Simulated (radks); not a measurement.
# Ionisation of Xe: one atom, several choices of relativity

An exercise on one series of results from a longer session: the logs are not shown, and one member is left open.

Program: radks (a radial shooting solver on a logarithmic mesh, Libxc functionals) version 1. Level of theory: Kohn-Sham, BLYP, spin-unpolarised, spherical densities. These are calculated values, not measurements, unless marked.

### Starting point

```
element       : xenon (Z = 54)
charge        : 0
electrons     : 54
configuration : [Xe]
ion           : Xe⁺, [Kr] 4d10 5s2 5p5
choices       : non-relativistic; scalar-relativistic; Dirac, 2j+1 shares; Dirac, low j first; scalar-relativistic, finite nucleus; Dirac, 2j+1 shares, finite nucleus; Dirac, c × 0.85; Dirac, c × 100; Dirac, c × 0.75
```

The first run:

Settings of this run:

```text
Z 54
configuration [Xe]
relativity non-relativistic
functional b88,lyp
spin unpolarised
nucleus point
```

Among the steps run: non-relativistic: Xe.

One table of the session follows, with a row left open; its other results are not shown here.

It belongs to the step «non-relativistic: Xe». From the orbitals of this run (lengths in bohr):

```
level     <r>  outermost maximum (interpolated)  90 % within  nodes
   3s  0.3205                             0.292        0.469      2
   3p  0.3107                             0.279        0.465      1
   3d  0.2813                             0.227        0.440      0
   4s  0.7467                             0.688         1.07      3
   4p  0.7777                             0.705         1.13      2
   4d  0.8714                             0.745         1.32      1
   5s       ?                                 ?            ?      ?
   5p   2.339                              1.93         3.53      3
```

Q: Estimate the row for 5s from the others.

As computed: <r>: 1.939; outermost maximum (interpolated): 1.69; 90 % within: 2.83; nodes: 4. In the column «<r>» it lies between 4d (0.8714) and 5p (2.339).

Limits of these values: Spin polarisation and multiplet splitting of open shells are left out at every level.
